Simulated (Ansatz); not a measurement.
# GeF₂ (SMILES [F][Ge][F]): a rigid scan of the bond length Ge2–F3

The task here is to estimate one member of a computed series from the others.

Program: Ansatz 0.2.0, Gaussian basis. Level of theory: single points in def2-TZVPP. These are calculated values, not measurements.

Levels: PBE-D4, r2SCAN-D4, PBE0-D4, B3LYP-D4, wB97M-V, Hartree-Fock, MP2, CCSD, CCSD(T). The scan takes 1.570, 1.605, 1.657, 1.717, 1.783, 1.854, 1.930, 2.010, 2.094 Å.

Cores are frozen in the correlated methods. Filled d shells of the heavier atoms are correlated. B3LYP uses VWN-RPA correlation.

27 further runs of the same task are left out: 27 set aside as unsound or not needed.

## The system as given

SMILES `[F][Ge][F]`, 3 atoms, charge 0, spin multiplicity 1.

Atoms are counted from 1 here; the program's logs count them from 0.

Bond lengths: F1–Ge2 1.736 Å, Ge2–F3 1.768 Å. Angles: F1–Ge2–F3 110.6°.

As a file:

```
F    -0.6622   -1.2393   -0.5053
Ge    0.5478   -0.2678    0.2736
F     0.1035    1.4423    0.2185
```

The first run:

pre/in.yaml

```yaml
crystal:
  periodic: [false, false, false]
  atoms:
    - {symbol: F, position_ang: [-0.662200, -1.239300, -0.505300]}
    - {symbol: Ge, position_ang: [0.547800, -0.267800, 0.273600]}
    - {symbol: F, position_ang: [0.103500, 1.442300, 0.218500]}
basis:
  gaussian: {orbitals: def2-SVP}
hamiltonian: {xc: pbe, dispersion: d4}
relax: {f_tol: 0.03, max_steps: 250}
```

No record of the launch command was kept for these runs.

Among the steps run: A first relaxation in a small basis; Finding the minimum; Reference energies at the minimum; Ge2–F3 = 1.570 Å; Ge2–F3 = 1.605 Å; Ge2–F3 = 1.657 Å; Ge2–F3 = 1.717 Å; Ge2–F3 = 1.783 Å; Ge2–F3 = 1.854 Å; Ge2–F3 = 1.930 Å; Ge2–F3 = 2.010 Å; Ge2–F3 = 2.094 Å.

One table of the session follows, with a row left open; its other results are not shown here.

It belongs to the step «The curves». Energies less that of the minimum at the same level (eV):

| bond length (Å) | PBE-D4 | PBE0-D4 | B3LYP-D4 | wB97M-V | Hartree-Fock |
| --- | --- | --- | --- | --- | --- |
| 1.570 | 0.685 | 0.551 | 0.621 | 0.570 | 0.403 |
| 1.605 | ? | ? | ? | ? | ? |
| 1.657 | 0.182 | 0.117 | 0.150 | 0.124 | 0.042 |
| 1.717 | 0.030 | 0.010 | 0.021 | 0.012 | -0.013 |
| 1.745 (minimum) | 0.000 | 0.000 | 0.000 | 0.000 | 0.000 |
| 1.783 | -0.009 | 0.018 | 0.004 | 0.016 | 0.049 |
| 1.854 | 0.053 | 0.126 | 0.089 | 0.123 | 0.215 |
| 1.930 | 0.200 | 0.320 | 0.259 | 0.316 | 0.464 |
| 2.010 | 0.412 | 0.577 | 0.494 | 0.575 | 0.774 |
| 2.094 | 0.672 | 0.880 | 0.775 | 0.883 | 1.127 |

Estimate the missing values for bond length (Å) = 1.605.

Worked estimate for «PBE-D4». A straight line through the neighbours (1.570, 0.685) and (1.657, 0.182) gives 0.685 + (0.182 − 0.685) × (1.605 − 1.570) / (1.657 − 1.570) = 0.483; a parabola fitted to 3 rows on both sides gives 0.442.

As computed: PBE-D4: 0.434; PBE0-D4: 0.328; B3LYP-D4: 0.383; wB97M-V: 0.342; Hartree-Fock: 0.209. In «PBE-D4» the line misses by +0.049 and the parabola by +0.008.

Limits of these values: A polynomial through the near points puts the CCSD(T) minimum 0.007 Å below the PBE0-D4 value.
